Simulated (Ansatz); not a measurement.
# BH3SZn: a ladder of functionals and wavefunction methods

An exercise on one series of results from a longer session: the logs are not shown, and one member is left open.

Program: Ansatz 0.2.0, Gaussian basis. Level of theory: functionals in def2-TZVPP, the program's frozen cores in correlated methods. These are calculated values, not measurements.

Plan: LDA (SPW92), PBE-D4, revPBE-D4, BLYP-D4, r2SCAN-D4, B97M-V, PBE0-D4, B3LYP-D4, r2SCANh-D4, r2SCAN0-D4, HSE06-D4, BHLYP-D4, CAM-B3LYP-D4, LC-ωPBE, ωB97X-V, ωB97M-V, B2PLYP, PBE-QIDH; CCSD(T)/def2-SVP; CCSD(T)/def2-TZVPP; CCSD(T)/def2-QZVPP; extrapolation to the limit; RPA on PBE.

## The relaxed structure

An earlier PBE0-D4 in a triple-zeta def2 set relaxation fixed the geometry.

SMILES `B[S][ZnH]`, 6 atoms, charge 0, spin multiplicity 1.

Atoms are counted from 1 here; the program's logs count them from 0.

Bond lengths: B1–S2 1.776 Å, B1–H4 1.194 Å, B1–H5 1.205 Å, S2–Zn3 2.187 Å, Zn3–H6 1.529 Å. Angles: S2–B1–H4 119.1°, S2–B1–H5 121.9°, H4–B1–H5 119.0°, B1–S2–Zn3 88.5°, S2–Zn3–H6 178.2°.

The first run:

Input file in.yaml:

```yaml
crystal:
  periodic: [false, false, false]
  atoms:
    - {symbol: B, position_ang: [-0.734215, 0.202122, -0.896285]}
    - {symbol: S, position_ang: [-0.747096, -1.289401, 0.067813]}
    - {symbol: Zn, position_ang: [0.902101, -0.471780, 1.248065]}
    - {symbol: H, position_ang: [-1.516334, 0.321583, -1.790379]}
    - {symbol: H, position_ang: [0.040762, 1.097568, -0.674838]}
    - {symbol: H, position_ang: [2.054772, 0.139908, 2.045624]}
basis:
  gaussian: {orbitals: def2-TZVPP}
hamiltonian: {xc: lda}
output: {orbitals: {seedname: orbitals}}
```

Command:

```sh
ansatz run in.yaml --threads 2 --pin off --events-out ev --progress --plain --max-ram 32768MiB --backend cpu
```

Among the steps run: LDA; PBE-D4 (GGA); revPBE-D4 (GGA); BLYP-D4 (GGA); r2SCAN-D4 (meta-GGA); B97M-V (meta-GGA); PBE0-D4 (hybrid); B3LYP-D4 (hybrid); r2SCANh-D4 (hybrid); r2SCAN0-D4 (hybrid); HSE06-D4 (hybrid); BHLYP-D4 (hybrid); CAM-B3LYP-D4 (range-separated); LC-ωPBE (range-separated); ωB97X-V (range-separated); ωB97M-V (range-separated); B2PLYP (double hybrid); PBE-QIDH (double hybrid).

One table of the session follows, with a row left open; its other results are not shown here.

It belongs to the step «Frontier levels by functional». 

| functional | HOMO (eV) | gap (eV) |
| --- | --- | --- |
| LDA (SPW92) | -6.91 | 4.36 |
| PBE-D4 | -6.81 | 4.51 |
| revPBE-D4 | ? | ? |
| BLYP-D4 | -6.68 | 4.56 |
| r2SCAN-D4 | -7.05 | 5.07 |
| B97M-V | -7.11 | 5.09 |
| PBE0-D4 | -7.95 | 6.61 |
| B3LYP-D4 | -7.74 | 6.22 |
| r2SCANh-D4 | -7.47 | 5.83 |
| r2SCAN0-D4 | -8.10 | 6.95 |
| HSE06-D4 | -7.55 | 5.83 |
| BHLYP-D4 | -8.97 | 8.68 |
| CAM-B3LYP-D4 | -9.23 | 9.01 |
| LC-ωPBE | -10.58 | 11.47 |
| ωB97X-V | -10.22 | 11.04 |
| ωB97M-V | -10.05 | 10.66 |

**Question.** Estimate the row for revPBE-D4.

**Answer.** HOMO (eV): -6.77; gap (eV): 4.57. In the column «HOMO (eV)» it lies between PBE-D4 (-6.81) and BLYP-D4 (-6.68).
